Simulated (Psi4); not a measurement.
# A workflow on AlNH2F2 (SMILES [NH2][Al]([F])[F])

We compute a series of 9 runs (PBE0-D4/def2-TZVP, PBE-D4/def2-TZVPP, r2SCAN-D4/def2-TZVPP, B3LYP-D4/def2-TZVPP, PBE0-D4/def2-TZVPP, wB97M-V/def2-TZVPP, CCSD(T)/def2-TZVPP, MP2/def2-QZVPP) of AlNH2F2. 

The calculation is run with Psi4 1.11.

## Step 1: The system as given

AlNH2F2: 6 atoms, total charge 0, spin state singlet. As SMILES, `[NH2][Al]([F])[F]`. The run starts from this shape.

Bond lengths: N1–Al2 1.745 Å, Al2–F3 1.640 Å, Al2–F4 1.640 Å, N1–H5 1.006 Å, N1–H6 1.006 Å. Angles: N1–Al2–F3 120.8°, N1–Al2–F4 120.7°, F3–Al2–F4 118.4°, Al2–N1–H5 124.6°, Al2–N1–H6 124.4°, H5–N1–H6 111.0°.

## Step 2: A structure relaxation at PBE0-D4/def2-TZVP (density fitting) (run 2)

The input, job.in:

```
memory 3300 MB

molecule system {
  N     -0.365990     0.852650    -0.156760
  Al     0.300720    -0.740330     0.097330
  F      1.468940    -0.993310     1.220130
  F     -0.226030    -2.019820    -0.783190
  H     -0.085930     1.676100     0.348660
  H     -1.082980     1.068250    -0.828710
  symmetry c1
}

set basis def2-TZVP
set scf_type df
set geom_maxiter 50
set max_force_g_convergence 0.0002

e, wfn = optimize("pbe0-d4", return_wfn=True)
```

Started as:

```bash
$ psi4 job.in job.out -n 2
```

job.out (excerpt; [...] marks lines left out):

```text
[...]
  Running in c1 symmetry.
[...]
  Nuclear repulsion =  159.663754117377266
[...]
  Multiplicity = 1
[...]
  Nalpha       = 20
  Nbeta        = 20
[...]
    Number of basis functions: 142
[...]
   @DF-RKS iter   1:  -497.61970025040262   -5.42864e-01   7.49607e-03 DIIS/ADIIS
[...]
   @DF-RKS iter  11:  -498.02535241188889   -5.68434e-13   5.33512e-09 DIIS
[...]
    Orbital Energies [Eh]
    ---------------------
    Doubly Occupied:
       1A    -56.167404     2A    -24.735953     3A    -24.735897
       4A    -14.370137     5A     -4.199262     6A     -2.733716
       7A     -2.728645     8A     -2.726566     9A     -1.184232
      10A     -1.176130    11A     -0.868405    12A     -0.511492
      13A     -0.503463    14A     -0.459145    15A     -0.450313
      16A     -0.436902    17A     -0.423732    18A     -0.418932
      19A     -0.414855    20A     -0.295264
[...]
  @DF-RKS Final Energy:  -498.02535241188889
   => Energetics <=
    Nuclear Repulsion Energy =            159.6637541173772661
    One-Electron Energy =               -1010.9477366562118732
    Two-Electron Energy =                 388.9069182795042821
    DFT Exchange-Correlation Energy =     -35.6456554359643505
    Empirical Dispersion Energy =          -0.0026327165942160
    VV10 Nonlocal Energy =                  0.0000000000000000
    Total Energy =                       -498.0253524118888890
[...]
 Multipole Moments:
 ------------------------------------------------------------------------------------
     Multipole            Electronic (a.u.)      Nuclear  (a.u.)        Total (a.u.)
 ------------------------------------------------------------------------------------
 L = 1.  Multiply by 2.5417464519 to convert [e a0] to [Debye]
 Dipole X            :          1.8612220           -2.2504389           -0.3892169
 Dipole Y            :         -4.4443266            5.3721960            0.9278694
 Dipole Z            :          0.7099059           -0.8560936           -0.1461877
 Magnitude           :                                                    1.0167607
[...]
  -Total Gradient:
     Atom            X                  Y                   Z
    ------   -----------------  -----------------  -----------------
       1        0.000037784650     0.000039392560     0.000019992150
       2       -0.000053775509     0.000118148592     0.000055033279
       3       -0.000000126636     0.000018248698    -0.000015884180
       4        0.000014376563     0.000018572613    -0.000013071390
       5       -0.000033695235     0.000061941901    -0.000026578581
       6       -0.000028909266     0.000014929775    -0.000013560838
[...]
    Final optimized geometry and variables:
    Molecular point group: c1
    Full point group: C1
    Geometry (in Angstrom), charge = 0, multiplicity = 1:
    N           -0.679879774853     1.624460092572    -0.258595131134
    AL          -0.013169774853     0.031480092572    -0.004505131134
    F            1.155050225147    -0.221499907428     1.118294868866
    F           -0.539919774853    -1.248009907428    -0.885025131134
    H           -0.399819774853     2.447910092572     0.246824868866
    H           -1.396869774853     1.840060092572    -0.930545131134
    Psi4 run time: 0:00:10.05
```

On the terminal:

```text
Optimizer: Optimization complete!
```

Wall time 12 s (2 threads of AMD EPYC 7R43 (Zen 3), shared host); peak memory 0.67 GiB.

## Step 3: The harmonic vibrations at PBE0-D4/def2-TZVP (density fitting) (run 3)

The input, calc.inp:

```
memory 3.3 GB

molecule {
  N
  Al 1 1.745465
  F 2 1.639944 1 120.83364
  F 2 1.640084 3 118.42571 1 179.93859
  H 1 1.005959 2 124.5818 3 -0.01155
  H 1 1.006019 5 111.01262 2 179.94537
  units angstrom
  symmetry c1
}

set {
  basis def2-TZVP
  scf_type df
  rotational_symmetry_number 1
}

E = freq('pbe0-d4')
print_variables()
```

Started as:

```bash
$ psi4 -i calc.inp -o calc.out -n 2
```

calc.out (excerpt; [...] marks lines left out):

```text
[...]
  Running in c1 symmetry.
[...]
  Nuclear repulsion =  159.663767939488565
[...]
  Multiplicity = 1
[...]
  Nalpha       = 20
  Nbeta        = 20
[...]
    Number of basis functions: 142
[...]
   @DF-RKS iter   1:  -497.61970021852733   -5.42864e-01   7.49607e-03 ADIIS/DIIS
[...]
   @DF-RKS iter  10:  -498.02535045751443   -8.29914e-12   9.68486e-09 DIIS
[...]
  @DF-RKS Final Energy:  -498.02535045751443
   => Energetics <=
    Nuclear Repulsion Energy =            159.6637848390648173
    One-Electron Energy =               -1010.9477912415055698
    Two-Electron Energy =                 388.9069458727341839
    DFT Exchange-Correlation Energy =     -35.6456572103009961
    Empirical Dispersion Energy =          -0.0026327175067962
    VV10 Nonlocal Energy =                  0.0000000000000000
    Total Energy =                       -498.0253504575144348
[...]
  -Total Gradient:
     Atom            X                  Y                   Z
    ------   -----------------  -----------------  -----------------
       1       -0.000020472972    -0.001521996193    -0.000023370781
       2        0.000053884702    -0.000149111182    -0.000120526738
       3       -0.000014212313     0.000004304461    -0.000005532105
       4       -0.000022474316    -0.000006402911    -0.000026454543
       5       -0.000006200957     0.000801358495     0.000536937591
       6        0.000008854151     0.000799303860    -0.000631870677
[...]
  ==> Harmonic Vibrational Analysis <==
[...]
  Freq [cm^-1]                 215.3125            239.3847            287.3838
[...]
  IR activ [km/mol]             5.2835             37.5271             102.0896
[...]
  Freq [cm^-1]                 369.4270            378.9416            680.0029
[...]
  IR activ [km/mol]             0.2100             148.5878            31.9405
[...]
  Freq [cm^-1]                 688.2347            934.9454            942.9404
[...]
  IR activ [km/mol]             3.3376             178.7502            200.0339
[...]
  Freq [cm^-1]                1564.4103           3625.0599           3716.5417
[...]
  IR activ [km/mol]            55.9604             32.4933             42.7242
[...]
  Total E_0, Enthalpy at 0 [K]                                                         -497.99427232 [Eh]
[...]
  Total H, Enthalpy at  298.15 [K]                                                     -497.98801466 [Eh]
[...]
  Total G, Gibbs energy at  298.15 [K]                                                 -498.02255644 [Eh]
[...]
```

Standard output:

```text
Warning: used thermodynamics relations inappropriate for low-frequency modes: ['215.3125' '239.3847' '287.3838' '369.4270' '378.9416']
```

It took 3.2 min on 2 threads of AMD EPYC 7R43 (Zen 3), shared host; peak memory 0.83 GiB.

Runs 4 to 9 aren't shown in full; the table further down has their settings and results.

## Step 4: The energy at MP2/def2-QZVPP (density fitting, density fitting for correlation) (run 10)

The input, input.in:

```
memory 3300 mb

molecule geom {
  0 1
  N     -0.365990     0.852650    -0.156760
  Al     0.300720    -0.740330     0.097330
  F      1.468940    -0.993310     1.220130
  F     -0.226030    -2.019820    -0.783190
  H     -0.085930     1.676100     0.348660
  H     -1.082980     1.068250    -0.828710
  units angstrom
  symmetry c1
}

set {
  scf_type df
  num_frozen_docc 8
}

e_tot, wfn = energy("mp2/def2-QZVPP", return_wfn=True)
print_variables()
```

Started as:

```bash
$ psi4 input.in input.out -n 2
```

input.out (excerpt; [...] marks lines left out):

```text
[...]
  Running in c1 symmetry.
[...]
  Nuclear repulsion =  159.663754117377266
[...]
  Multiplicity = 1
[...]
  Nalpha       = 20
  Nbeta        = 20
[...]
    Number of basis functions: 301
[...]
   @DF-RHF iter   1:  -496.56691938222394   -1.31441e+00   2.44541e-03 ADIIS/DIIS
[...]
   @DF-RHF iter  10:  -496.76176527345882   -2.99508e-10   8.46911e-09 DIIS
[...]
    Orbital Energies [Eh]
    ---------------------
    Doubly Occupied:
       1A    -58.494184     2A    -26.257942     3A    -26.257882
       4A    -15.545216     5A     -4.906691     6A     -3.224696
       7A     -3.222905     8A     -3.221870     9A     -1.550493
      10A     -1.542132    11A     -1.129995    12A     -0.702403
      13A     -0.672418    14A     -0.654491    15A     -0.646188
      16A     -0.637652    17A     -0.625436    18A     -0.616988
      19A     -0.582686    20A     -0.426450
[...]
  @DF-RHF Final Energy:  -496.76176527345882
   => Energetics <=
    Nuclear Repulsion Energy =            159.6637541173772661
    One-Electron Energy =               -1011.0135975753150888
    Two-Electron Energy =                 354.5880781844790022
    Total Energy =                       -496.7617652734588205
[...]
 Multipole Moments:
 ------------------------------------------------------------------------------------
     Multipole            Electronic (a.u.)      Nuclear  (a.u.)        Total (a.u.)
 ------------------------------------------------------------------------------------
 L = 1.  Multiply by 2.5417464519 to convert [e a0] to [Debye]
 Dipole X            :          1.8652272           -2.2504389           -0.3852117
 Dipole Y            :         -4.4540274            5.3721960            0.9181686
 Dipole Z            :          0.7117240           -0.8560936           -0.1443696
 Magnitude           :                                                    1.0061134
[...]
```

Wall time 7.2 s (2 threads of AMD EPYC 7R43 (Zen 3), shared host); peak memory 0.8 GiB.

## Step 5: Overview of the runs

```tsv
run	level	task	geom maxiter	energy (Eh)	dipole moment (D)	HOMO energy (eV)	LUMO energy (eV)	wall time
2	PBE0-D4/def2-TZVP (density fitting)	optimise	50	-498.025352	2.58	-8.03	-0.66	12 s
3	PBE0-D4/def2-TZVP (density fitting)	frequencies	–	-498.025352	2.58	–	–	3.2 min
4	PBE-D4/def2-TZVPP (density fitting)	energy	–	-498.002953	2.54	-6.58	-1.53	14 s
5	r2SCAN-D4/def2-TZVPP (density fitting)	energy	–	-498.260529	2.54	-6.88	-1.00	25 s
6	B3LYP-D4/def2-TZVPP (density fitting)	energy	–	-498.427965	2.56	-7.79	-1.02	14 s
7	PBE0-D4/def2-TZVPP (density fitting)	properties	–	-498.027423	2.57	-8.04	-0.67	12 s
8	wB97M-V/def2-TZVPP (density fitting)	energy	–	-498.315645	2.52	-10.52	0.86	29 s
9	CCSD(T)/def2-TZVPP (density fitting, density fitting for correlation)	energy	–	-497.564432	–	-11.58	2.10	2.8 min
10	MP2/def2-QZVPP (density fitting, density fitting for correlation)	energy	–	-497.623788	–	-11.60	1.62	7.2 s
```

## Step 6: Outcome

| quantity | value |
| --- | --- |
| run 10, MP2/def2-QZVPP: total energy | -497.62379 Eh |
| run 10, MP2/def2-QZVPP: HOMO energy (Hartree–Fock orbitals) | -11.60 eV |
| run 10, MP2/def2-QZVPP: LUMO energy (Hartree–Fock orbitals) | 1.62 eV |
| run 10, MP2/def2-QZVPP: HOMO–LUMO gap (Hartree–Fock orbitals) | 13.22 eV |
| run 10, MP2/def2-QZVPP: correlation energy (8 core orbitals frozen) | -862.0 mEh |

In words: Over runs 2, 3, 4, 5, 6, 7, 8 the dipole moment (its size) runs from 2.52 D (wB97M-V/def2-TZVPP) to 2.58 D (PBE0-D4/def2-TZVP). The two ends differ in method and basis. Over runs 2, 4, 5, 6, 7, 8 the HOMO–LUMO gap runs from 5.05 eV (PBE-D4/def2-TZVPP) to 11.38 eV (wB97M-V/def2-TZVPP). Totals of different functionals can't be ranked against each other. All runs together took 7.9 min, the longest 3.2 min.
